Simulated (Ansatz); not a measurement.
SnSe2:

```
Sn Se
1.0
     3.81100    0.00000    0.00000
    -1.90550    3.30042    0.00000
     0.00000    0.00000    6.13600
Sn Se
1 2
Cartesian
  0.0000 0.0000 0.0000
  1.9055 1.1001 4.6081
  0.0000 2.2003 1.5279
```

```yaml
Program: Ansatz 0.2.0
Task: relaxation of cell and atoms
Functional: r2SCAN
Dispersion: D3(BJ)
Potentials_or_basis: Ansatz PAW
Cutoff: "500 eV (not typed: the program's choice for these potentials)"
k_mesh: 8 × 8 × 5
Occupations: fermi-dirac, width 0.05 eV
Spin: no spin polarisation
```

At the start: volume 25.73 Å³/atom.

Task: Where does the relaxation end?

Result: It ends after 5 steps and the volume is 26.29 Å³/atom (+2.2 %); space group P-3m1 (No. 164, to 0.05 Å).

Step by step:
```csv
step,energy change (eV),largest force (eV/Å),volume (Å³)
1,0.0000,0.5233,77.18
2,-0.0269,0.0540,78.81
3,-0.0274,0.0030,78.80
4,-0.0274,0.0026,78.86
5,-0.0275,0.0025,78.86
```

Final structure:
```cif
data_structure
_symmetry_space_group_name_H-M 'P 1'
_symmetry_Int_Tables_number 1
_cell_length_a 3.8253
_cell_length_b 3.8253
_cell_length_c 6.2230
_cell_angle_alpha 90.000
_cell_angle_beta 90.000
_cell_angle_gamma 120.000
_cell_volume 78.86
loop_
_atom_site_label
_atom_site_type_symbol
_atom_site_fract_x
_atom_site_fract_y
_atom_site_fract_z
_atom_site_occupancy
Sn1 Sn 0.00000 0.00000 0.00000 1
Se1 Se 0.66667 0.33333 0.74723 1
Se2 Se 0.33333 0.66667 0.25277 1
```

Caveat: the plane-wave basis is chosen anew once the cell has moved, so the energies of steps on either side of that aren't comparable; the PAW data sets come from PBE, with cores solved anew for the run's functional, which leaves a small shift of forces and pressure; the dispersion damping was fitted for another functional or another form of the correction.
